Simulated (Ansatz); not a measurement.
**C4H10Mg: taking an electron away**

Aim: the vertical ionisation energy of C4H10Mg, as cation minus neutral at the neutral's geometry, on several levels, and how well −ε(HOMO) stands in for it.

Method: unrestricted cation, the program's frozen cores in correlated methods; program: Ansatz 0.2.0, Gaussian basis.

Plan: UKS PBE-D4/def2-TZVPP; UKS r2SCAN-D4/def2-TZVPP; UKS PBE0-D4/def2-TZVPP; UKS B3LYP-D4/def2-TZVPP; UKS wB97X-V/def2-TZVPP; UKS wB97M-V/def2-TZVPP; UKS B2PLYP/def2-TZVPP; UHF-CCSD(T)/def2-TZVPP; UHF-MP2/def2-QZVPP; extrapolation to the limit; then −ε(HOMO) from the neutral's earlier runs with LDA (SPW92), PBE-D4, revPBE-D4, BLYP-D4, r2SCAN-D4, B97M-V, PBE0-D4, B3LYP-D4, r2SCANh-D4, r2SCAN0-D4, HSE06-D4, BHLYP-D4, CAM-B3LYP-D4, LC-ωPBE, ωB97X-V, ωB97M-V.

### Step 1. Structure used throughout

All runs share one geometry, relaxed beforehand with PBE0-D4 in a triple-zeta def2 set.

15 atoms, charge 0, spin multiplicity 1.

Atoms are counted from 1 here; the program's logs count them from 0.

Bond lengths: C1–C2 1.531 Å, C1–H6 1.095 Å, C1–H7 1.097 Å, C1–H8 1.095 Å, C2–Mg3 2.106 Å, C2–H9 1.098 Å, C2–H10 1.098 Å, Mg3–C4 2.106 Å, C4–C5 1.531 Å, C4–H11 1.098 Å, C4–H12 1.098 Å, C5–H13 1.095 Å, C5–H14 1.097 Å, C5–H15 1.095 Å. Angles: C2–C1–H6 112.0°, C2–C1–H7 112.8°, C2–C1–H8 112.0°, H6–C1–H7 106.5°, H6–C1–H8 106.5°, H7–C1–H8 106.5°, C1–C2–Mg3 116.2°, C1–C2–H9 109.5°, C1–C2–H10 109.5°, Mg3–C2–H9 108.2°, Mg3–C2–H10 108.2°, H9–C2–H10 104.7°, C2–Mg3–C4 179.4°, Mg3–C4–C5 116.2°, Mg3–C4–H11 108.2°, Mg3–C4–H12 108.2°, C5–C4–H11 109.5°, C5–C4–H12 109.5° and more.

### Step 2. Cation, UKS PBE-D4/def2-TZVPP

Input file in.yaml:

```yaml
crystal:
  periodic: [false, false, false]
  atoms:
    - {symbol: C, position_ang: [0.446976, 2.056507, 1.918572]}
    - {symbol: C, position_ang: [1.170797, 0.717342, 1.755185]}
    - {symbol: Mg, position_ang: [0.509449, -0.511828, 0.178600]}
    - {symbol: C, position_ang: [-0.168062, -1.724871, -1.403596]}
    - {symbol: C, position_ang: [-1.340121, -1.177383, -2.222454]}
    - {symbol: H, position_ang: [-0.624382, 1.924959, 2.101788]}
    - {symbol: H, position_ang: [0.835534, 2.650650, 2.755101]}
    - {symbol: H, position_ang: [0.534949, 2.682903, 1.024949]}
    - {symbol: H, position_ang: [1.097458, 0.145528, 2.689769]}
    - {symbol: H, position_ang: [2.246017, 0.896547, 1.622587]}
    - {symbol: H, position_ang: [-0.436524, -2.706925, -0.992139]}
    - {symbol: H, position_ang: [0.681455, -1.925439, -2.069850]}
    - {symbol: H, position_ang: [-1.100197, -0.218458, -2.693174]}
    - {symbol: H, position_ang: [-1.646684, -1.853184, -3.030585]}
    - {symbol: H, position_ang: [-2.228465, -1.007248, -1.605553]}
basis:
  gaussian: {orbitals: def2-TZVPP}
total_charge: 1
magnetization: {spin_polarized: true, initial_magnetization: 1}
hamiltonian: {xc: pbe, dispersion: d4}
```

Started as:

```
ansatz run in.yaml --threads 2 --pin off --events-out ev --progress --plain --max-ram 22528MiB --backend cuda --devices 0, --max-vram 18GiB
```

After this run come: Cation, UKS r2SCAN-D4/def2-TZVPP; Cation, UKS PBE0-D4/def2-TZVPP; Cation, UKS B3LYP-D4/def2-TZVPP; Cation, UKS wB97X-V/def2-TZVPP; Cation, UKS wB97M-V/def2-TZVPP; Cation, UKS B2PLYP (frozen core)/def2-TZVPP; Cation, UHF-CCSD(T)/def2-TZVPP; Cation, UHF-MP2/def2-QZVPP.

**Question.** What will the summary of the whole plan be? Wanted: ionisation energy, CCSD(T)/CBS; nearest functional by difference; nearest −ε(HOMO); −ε(HOMO) of PBE; T1 of the cation.

As calculated:

```
                        quantity               value
  ionisation energy, CCSD(T)/CBS             8.11 eV
nearest functional by difference  ωB97M-V (-0.10 eV)
                nearest −ε(HOMO)  ωB97M-V (-0.06 eV)
                 −ε(HOMO) of PBE             4.76 eV
                T1 of the cation               0.025
```

**Reading.** Energy differences with functionals land within 0.64 eV of the reference. The PBE orbital energy is 3.3 eV too small: a semilocal HOMO is no ionisation energy. Among orbital estimates ωB97M-V comes nearest. Hartree-Fock falls 1.13 eV short, as the neutral has more correlation energy than the cation. Correlated methods include outer-core shells of Mg, which these sets cover unevenly.
